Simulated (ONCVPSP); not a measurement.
# Pseudopotential generation for oxygen: ONCV, PBE

Task: generate the file, and judge it by its errors in other configurations, its logarithmic derivatives, its ghosts and its cutoff.

The numbers are computed with ONCVPSP 4.0.1 (PBE, scalar-relativistic, spin-unpolarised reference atom).

**1. Settings**

The settings as typed:

```json
{
  "element": "oxygen (O, Z = 8)",
  "type": "optimised norm-conserving Vanderbilt (ONCV)",
  "frozen core": "[He]",
  "valence charge": "6",
  "reference configuration": "2s2 2p3 (charge +1)",
  "partial waves": "2s: rc 0.95 bohr, ncon 4, nbas 7, qcut 6.7 1/bohr, 2 projectors, debl 3.6 Ha; 2p: rc 1.20 bohr, ncon 5, nbas 10, qcut 9 1/bohr, 2 projectors, debl 3 Ha; d scattering state at 0.03 Ha: rc 1.20 bohr, ncon 3, nbas 7, qcut 7 1/bohr, 1 projector",
  "local potential": "polynomial inside 0.85 bohr (lpopt 1, dvloc0 1 Ha)",
  "core correction": "Teter function, fcfact 4.5, rcfact 1.35"
}
```

**2. The generation run**

Input file O.dat:

```
# ATOM AND REFERENCE CONFIGURATION
# atsym  z   nc   nv     iexc    psfile
  O 8.00    1    2        4      upf
#
#   n    l    f
    1    0    2.00
    2    0    2.00
    2    1    3.00
#
# PSEUDOPOTENTIAL AND OPTIMIZATION
# lmax
    2
#
#   l,   rc,      ep,       ncon, nbas, qcut
    0    0.95    0.00    4    7    6.70
    1    1.20    0.00    5   10    9.00
    2    1.20    0.03    3    7    7.00
#
# LOCAL POTENTIAL
# lloc, lpopt,  rc(5),   dvloc0
    4    1    0.85    1.00
#
# VANDERBILT-KLEINMAN-BYLANDER PROJECTORs
# l, nproj, debl
    0    2    3.60
    1    2    3.00
    2    1    0.30
#
# MODEL CORE CHARGE
# icmod, fcfact, rcfact
    3    4.50    1.35
#
# LOG DERIVATIVE ANALYSIS
# epsh1, epsh2, depsh
   -3.00    5.00    0.02
#
# OUTPUT GRID
# rlmax, drl
    6.00    0.01
#
# TEST CONFIGURATIONS
# ncnf
    4
# nvcnf
#   n    l    f
    2
    2    0    2.00
    2    1    4.00
#
    2
    2    0    2.00
    2    1    2.00
#
    2
    2    0    2.00
    2    1    1.00
#
    2
    2    0    0.00
    2    1    6.00
#
```

Launch:

```bash
$ oncvpsp.x < O.dat > O.out
```

What does the calculation give? Wanted: cutoffs for 1 and 0.1 mHa per electron, occupied waves; bound ghosts; GHOST(+) flags; largest test error; largest phase difference near zero energy, channels read; rms error of d²Exc/dn², without and with the model core.

**Answer**, as computed:

| quantity | value |
| --- | --- |
| cutoffs for 1 and 0.1 mHa per electron, occupied waves | 101 Ha and 133 Ha |
| bound ghosts | none found |
| GHOST(+) flags | none at low energy |
| largest test error (AE − PS) | +321 meV, for 2s2 2p1 |
| largest phase difference near zero energy, channels read | 0.000 rad |
| rms error of d²Exc/dn², without and with the model core | 2.50 and 2.58 mHa |

The worst unpolarised test, 2s2 2p1, is off by 321 meV on 87.5 eV; by total energies transferability rates as poor. That test lies far up in energy; among those under 40 eV, nearer to bonding, the largest error is 157 meV. It counts as very hard, with 101 Ha needed at the looser tolerance. At the looser tolerance the 2s wave is the slowest; 2p needs 37 Ha. The program's ghost test flags no bound state. Near zero energy the phases of the channels with partial waves agree within 0.001 rad. These are tests on the free atom; a crystal test is still owed.
